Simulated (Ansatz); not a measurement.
# Zn3InN3: from a guess to a relaxed structure

The task: take a trial cell of Zn3InN3 to zero force and stress.

Method: DFT PBE, scalar-relativistic, plane waves, PAW, in Ansatz 0.2.0.

### 1 The starting structure

The structure is cubic, space group Pm-3m (No. 221). Conventional cell: a = 4.669 Å, b = 4.669 Å, c = 4.669 Å, α = 90.00°, β = 90.00°, γ = 90.00°. Zn (site symmetry 4/mmm) has 2 In at 2.33 Å and 4 N at 2.33 Å as nearest neighbours. Around In (site symmetry m-3m) lie 6 Zn at 2.33 Å. Around N (site symmetry 4/mmm) lie 4 Zn at 2.33 Å.

Structure file:

```cif
data_structure
_symmetry_space_group_name_H-M 'P 1'
_symmetry_Int_Tables_number 1
_cell_length_a 4.6691
_cell_length_b 4.6691
_cell_length_c 4.6691
_cell_angle_alpha 90.000
_cell_angle_beta 90.000
_cell_angle_gamma 90.000
_cell_volume 101.79
loop_
_atom_site_label
_atom_site_type_symbol
_atom_site_fract_x
_atom_site_fract_y
_atom_site_fract_z
_atom_site_occupancy
Zn1 Zn 0.50000 0.50000 0.00000 1
Zn2 Zn 0.00000 0.50000 0.50000 1
Zn3 Zn 0.50000 0.00000 0.50000 1
In1 In 0.50000 0.50000 0.50000 1
N1 N 0.50000 0.00000 0.00000 1
N2 N 0.00000 0.50000 0.00000 1
N3 N 0.00000 0.00000 0.50000 1
```

Recipe of the guess: species swapped into a database cell of Ce3GaBr3 (Pm-3m, No. 221), with Zn on the Ce sites, In on the Ga sites and N on the Br sites. Lengths come from tabulated atomic sizes and are only a guess.

### 2 The guess as it stands, on a coarse mesh

input.yaml

```yaml
crystal:
  lattice:
    - [4.66907636, 0.0, 0.0]
    - [0.0, 4.66907636, 0.0]
    - [0.0, 0.0, 4.66907636]
  atoms:
    - { symbol: Zn, position: [0.5, 0.5, 0.0] }
    - { symbol: Zn, position: [0.0, 0.5, 0.5] }
    - { symbol: Zn, position: [0.5, 0.0, 0.5] }
    - { symbol: In, position: [0.5, 0.5, 0.5] }
    - { symbol: "N", position: [0.5, 0.0, 0.0] }
    - { symbol: "N", position: [0.0, 0.5, 0.0] }
    - { symbol: "N", position: [0.0, 0.0, 0.5] }
basis:
  ecutwfc: 420
kpoints:
  mp_grid: { grid: [4, 4, 4] }
hamiltonian:
  xc: pbe
scf:
  occupations: { method: gaussian, width: 0.1 }
  lower_state_search: "off"
output:
  forces: true
  stress: true
  eigenvalues: true
```

The run is started by

```
$ ansatz run input.yaml --threads 1 --pin off --max-ram 2048MiB --backend cpu --events-out ev --progress --plain --runs-dir out
```

Further runs follow: spin check on a coarse mesh; coarse relaxation; full relaxation.

Q: Predict the outcome of this session. Wanted: conventional cell; volume; energy over the elements; gap on the mesh; total moment.

The runs gave:

| quantity | value |
| --- | --- |
| symmetry at the end (tolerance 0.05 Å) | space group Pm-3m (No. 221) |
| conventional cell | a = 4.846 Å, b = 4.846 Å, c = 4.846 Å, α = 90.00°, β = 90.00°, γ = 90.00° |
| volume | 16.26 Å³/atom |
| energy over the elements (uncorrected; H, N, O, F and Cl as molecules) | +1.79 eV/atom |
| gap on the mesh | none (metal) |
| total moment | 3.02 μB/cell |

What this shows: The space group Pm-3m (No. 221) is kept, and the volume per atom grows by 11.8 % from the first guess. The formation energy is positive, so the separate elements lie lower. No finished test with a distortion of lower symmetry is shown, so the end may be a saddle point. Other magnetic orders were not searched.
